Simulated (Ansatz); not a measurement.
Rb2Mg:

```xyz
6
Lattice="-5.0025 5.0025 3.5813 5.0025 -5.0025 3.5813 5.0025 5.0025 -3.5813" Properties=species:S:1:pos:R:3 pbc="T T T"
Rb   -1.6564    3.3462    3.5813
Rb    6.6589    1.6564    0.0000
Rb    1.6564    3.3462    0.0000
Rb    3.3462    1.6564    3.5813
Mg    0.0000    0.0000    1.7907
Mg    0.0000    0.0000    5.3720
```

The cell comes from a database or a generator and needn't be the stable form of this composition.

Base run:

* Program: Ansatz 0.2.0
* Functional: PBE
* Potentials or basis: Ansatz PAW
* Cutoff: 420 eV
* Density cutoff: 1680 eV
* k mesh: 5 × 5 × 5
* Occupations: fermi-dirac, width 0.05 eV
* Spin: no spin polarisation

Its results: band gap on the k mesh none (metal or under the smearing width); pressure 0.0 GPa; largest force 0.007 eV/Å.

Question: The run is repeated on the same cell with these changes: functional from PBE to LDA; occupations from fermi-dirac, width 0.05 eV to gaussian, width 0.1 eV. What comes out?

Answer: Band gap on the k mesh none (metal or under the smearing width); pressure -0.7 GPa; largest force 0.025 eV/Å.

Caveats: the PAW data sets come from PBE, with cores solved anew for the run's functional, which leaves a small shift of forces and pressure (some runs).

Not every run made on this cell is shown here.
